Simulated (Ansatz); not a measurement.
# C₃H₉BO₂Te: vertical ionisation energy

The task here is to estimate one member of a computed series from the others.

Method: unrestricted cation, the program's frozen cores in correlated methods; program: Ansatz 0.2.0, Gaussian basis.

Plan: UKS PBE-D4/def2-TZVPP; UKS r2SCAN-D4/def2-TZVPP; UKS PBE0-D4/def2-TZVPP; UKS B3LYP-D4/def2-TZVPP; UKS wB97X-V/def2-TZVPP; UKS wB97M-V/def2-TZVPP; UKS B2PLYP/def2-TZVPP; UHF-CCSD(T)/def2-TZVPP; UHF-MP2/def2-QZVPP; extrapolation to the limit; then −ε(HOMO) from the neutral's earlier runs with LDA (SPW92), PBE-D4, revPBE-D4, BLYP-D4, r2SCAN-D4, B97M-V, PBE0-D4, B3LYP-D4, r2SCANh-D4, r2SCAN0-D4, HSE06-D4, BHLYP-D4, CAM-B3LYP-D4, LC-ωPBE, ωB97X-V, ωB97M-V.

**The geometry**

An earlier PBE0-D4 in a triple-zeta def2 set relaxation fixed the geometry. Te takes the def2 core potential; no spin-orbit term is included.

SMILES `CC(C)[Te]B(O)O`, 16 atoms, charge 0, spin multiplicity 1.

Atoms are counted from 1 here; the program's logs count them from 0.

Bond lengths: C1–C2 1.513 Å, C1–H8 1.090 Å, C1–H9 1.097 Å, C1–H10 1.093 Å, C2–C3 1.515 Å, C2–Te4 2.176 Å, C2–H11 1.091 Å, C3–H12 1.095 Å, C3–H13 1.094 Å, C3–H14 1.091 Å, Te4–B5 2.175 Å, B5–O6 1.364 Å, B5–O7 1.358 Å, O6–H15 0.958 Å, O7–H16 0.964 Å. Angles: C2–C1–H8 111.6°, C2–C1–H9 109.6°, C2–C1–H10 111.2°, H8–C1–H9 108.0°, H8–C1–H10 108.4°, H9–C1–H10 107.8°, C1–C2–C3 112.8°, C1–C2–Te4 111.2°, C1–C2–H11 110.2°, C3–C2–Te4 108.5°, C3–C2–H11 110.4°, Te4–C2–H11 103.3°, C2–C3–H12 109.7°, C2–C3–H13 111.4°, C2–C3–H14 112.1°, H12–C3–H13 107.3°, H12–C3–H14 108.1°, H13–C3–H14 108.1° and more.

The first run:

in.yaml

```yaml
crystal:
  periodic: [false, false, false]
  atoms:
    - {symbol: C, position_ang: [0.786928, 0.599664, 1.314386]}
    - {symbol: C, position_ang: [0.663535, -0.545761, 0.333193]}
    - {symbol: C, position_ang: [1.922610, -1.384533, 0.248708]}
    - {symbol: Te, position_ang: [0.178830, 0.174560, -1.662353]}
    - {symbol: B, position_ang: [-1.888740, 0.685617, -1.220206]}
    - {symbol: O, position_ang: [-2.728840, 1.237116, -2.142447]}
    - {symbol: O, position_ang: [-2.363082, 0.436034, 0.027718]}
    - {symbol: H, position_ang: [-0.137117, 1.174279, 1.378239]}
    - {symbol: H, position_ang: [1.011148, 0.206037, 2.313278]}
    - {symbol: H, position_ang: [1.596594, 1.277133, 1.031822]}
    - {symbol: H, position_ang: [-0.192986, -1.170310, 0.589758]}
    - {symbol: H, position_ang: [2.169376, -1.779813, 1.240004]}
    - {symbol: H, position_ang: [2.777033, -0.789823, -0.086765]}
    - {symbol: H, position_ang: [1.808026, -2.228964, -0.433264]}
    - {symbol: H, position_ang: [-2.338178, 1.395525, -3.003190]}
    - {symbol: H, position_ang: [-3.288133, 0.690837, 0.115417]}
basis:
  gaussian: {orbitals: def2-TZVPP}
total_charge: 1
magnetization: {spin_polarized: true, initial_magnetization: 1}
hamiltonian: {xc: pbe, dispersion: d4}
```

Steps of the session up to this table: Cation, UKS PBE-D4/def2-TZVPP; Cation, UKS r2SCAN-D4/def2-TZVPP; Cation, UKS PBE0-D4/def2-TZVPP; Cation, UKS B3LYP-D4/def2-TZVPP; Cation, UKS wB97X-V/def2-TZVPP; Cation, UKS wB97M-V/def2-TZVPP; Cation, UKS B2PLYP (frozen core)/def2-TZVPP; Cation, UHF-CCSD(T)/def2-TZVPP; Cation, UHF-MP2/def2-QZVPP.

One of the session's tables, all rows but one given; the rest of the session is left out.

Orbital estimates, from the neutral's runs:

```
  functional  −ε(HOMO) (eV)
 LDA (SPW92)           5.16
      PBE-D4           4.99
   revPBE-D4           4.93
     BLYP-D4           4.83
   r2SCAN-D4           5.23
      B97M-V           5.23
     PBE0-D4           6.01
    B3LYP-D4           5.80
  r2SCANh-D4           5.60
  r2SCAN0-D4              ?
    HSE06-D4           5.62
    BHLYP-D4           6.88
CAM-B3LYP-D4           7.22
     LC-ωPBE           8.49
     ωB97X-V           8.19
     ωB97M-V           8.09
```

Q: Estimate the row for r2SCAN0-D4 from the others.

Worked estimate for «−ε(HOMO) (eV)». Against the share of exact exchange, r2SCAN-D4 (0, 5.23), r2SCANh-D4 (0.1, 5.60) give a slope of 3.70 per unit share; at 0.25 the line stands at 6.15.

The run gave: −ε(HOMO) (eV): 6.17. In «−ε(HOMO) (eV)» the line misses by -0.02.
